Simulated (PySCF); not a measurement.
**WOH: doublet, from a bent start**

The task is one start of a wider search on WOH: the doublet, from a bent start. It is relaxed, tested by its Hessian and followed downhill if it is a saddle.

Program: PySCF 2.14.0. Level of theory: PBE0, basis W def2-TZVP with ECP60, O def2-TZVP, H def2-TZVP, scalar-relativistic core potentials, no spin–orbit coupling, density fitting. These are calculated values, not measurements.

## Step 1: The system as given

3 atoms, charge 0, spin multiplicity 2.

Bond lengths: W1–O2 1.770 Å, W1–H3 1.690 Å. Angles: O2–W1–H3 110.0°.

Z-matrix (Å, degrees; charge 0 multiplicity 2):
```
W
O  1 1.7700
H  1 1.6900 2 110.00
```

## Step 2: The SCF at the typed geometry

The steps below are one call of a driver around PySCF. For each, scf.py gives the equivalent set-up of the SCF; relaxations use the driver's own optimiser. After this first run the driver tries any further starts and a stability analysis.

scf.py reads:

```python
from pyscf import gto, scf, dft
mol = gto.M(atom='''
W      0.000000     0.000000     0.000000
O     -1.449900     0.000000     1.015200
H      1.384400     0.000000     0.969300''',
    basis={'W': 'def2-TZVP', 'O': 'def2-TZVP', 'H': 'def2-TZVP'},
    ecp={'W': 'def2-TZVP'},
    charge=0, spin=1)
mf = dft.UKS(mol, xc='PBE0')
mf.grids.atom_grid = (50, 194)
aux = {'W': 'def2-universal-JKFIT', 'O': 'def2-universal-JKFIT', 'H': 'def2-universal-JKFIT'}
mf = mf.density_fit(auxbasis=aux)
mf.conv_tol = 1e-08
mf.diis_space = 10
mf.max_cycle = 60
mf.init_guess = 'minao'
mf.verbose = 4
mf.kernel()
```

The run is started by

```sh
OMP_NUM_THREADS=2 python axn.py task.json out
```

Further steps of the session: Relaxing the doublet from the bent start; Frequencies.

Q: Predict the outcome of this session. Wanted: minimum; geometry; wavenumbers; dipole moment; highest occupied, lowest empty level; polar-tensor charge of W1; zero-point energy; atomisation energy; ⟨S²⟩.

**Answer**, as computed:

```
                                          quantity                                   value
                                           minimum                             doublet, Cs
                                          geometry  W–H 1.704 Å, W–O 1.665 Å; H–W–O 105.9°
                                wavenumbers (cm⁻¹)          422 (a'), 1066 (a'), 1978 (a')
                                     dipole moment                                  2.08 D
highest occupied, lowest empty level (either spin)                         -5.50, -2.88 eV
                         polar-tensor charge of W1                                 +0.76 e
                                 zero-point energy                             20.7 kJ/mol
                               entropy at 298.15 K                         268.5 J/(mol K)
         atomisation energy (no zero-point energy)                              925 kJ/mol
                                              ⟨S²⟩                                   1.369
```

What this shows: The molecule stays Cs, as typed, and the end point is a minimum. The determinant is spin-contaminated (⟨S²⟩ = 1.37 against 0.75), so it is no pure spin state. The strongest infrared band lies at 1066 cm⁻¹ (a', stretch). Most of the spin sits on W1 (Mulliken spin 1.26, against 1 for the whole molecule). The first SCF alone would have been 39 kJ/mol too high. Other starts or spin states, not run here, may lie lower. One determinant may miss the lowest occupation of an open d or f shell. Spin–orbit coupling, left out here, can matter for elements this heavy.
